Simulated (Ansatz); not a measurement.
# Ti2O: the cost of one run

Program: Ansatz 0.2.0. Level of theory: DFT PBEsol, scalar-relativistic, plane waves, PAW. These are calculated values, not measurements.

2 further runs of the same task are left out: 2 set aside as unsound or not needed.

### Step 1. The system as given

It takes space group P-3m1 (No. 164, trigonal). Conventional cell: a = 2.953 Å, b = 2.953 Å, c = 4.724 Å, α = 90.00°, β = 90.00°, γ = 120.00°. Ti (site symmetry 3m) has 3 O at 2.11 Å as nearest neighbours. Around O (site symmetry -3m) lie 6 Ti at 2.11 Å.

Coordinates:

```cif
data_structure
_symmetry_space_group_name_H-M 'P 1'
_symmetry_Int_Tables_number 1
_cell_length_a 2.9530
_cell_length_b 2.9530
_cell_length_c 4.7237
_cell_angle_alpha 90.000
_cell_angle_beta 90.000
_cell_angle_gamma 120.000
_cell_volume 35.67
loop_
_atom_site_label
_atom_site_type_symbol
_atom_site_fract_x
_atom_site_fract_y
_atom_site_fract_z
_atom_site_occupancy
Ti1 Ti 0.66667 0.33333 0.26267 1
Ti2 Ti 0.33333 0.66667 0.73733 1
O1 O 0.00000 0.00000 0.00000 1
```

This cell was relaxed beforehand with the same method: volume 11.89 Å³/atom, gap on the mesh none (metal).

### Step 2. The undisturbed cell

Input file input.yaml:

```yaml
crystal:
  lattice:
    - [2.9529519773, 0.0, 0.0]
    - [-1.4764759887, 2.5573314285, 0.0]
    - [0.0, 0.0, 4.7237336589]
  atoms:
    - { symbol: Ti, position: [0.6666666667, 0.3333333333, 0.2626749711] }
    - { symbol: Ti, position: [0.3333333333, 0.6666666667, 0.7373250289] }
    - { symbol: O, position: [0.0, 0.0, 0.0] }
basis:
  ecutwfc: 420
kpoints:
  mp_grid: { grid: [12, 12, 8] }
hamiltonian:
  xc: pbesol
scf:
  occupations: { method: gaussian, width: 0.15 }
output:
  forces: true
  stress: true
  eigenvalues: true
  write_density: true
  write_potential: true
  elf: true
  volumetric_format: npy
```

The run is started by

```console
$ ansatz run input.yaml --threads 1 --pin off --max-ram 2560MiB --backend cpu --events-out ev --progress --plain --runs-dir out
```

Q: Estimate wall time and peak memory on 1 thread of Arm Neoverse V1, shared host.

About 6.2 s, with a peak of 0.35 GiB.
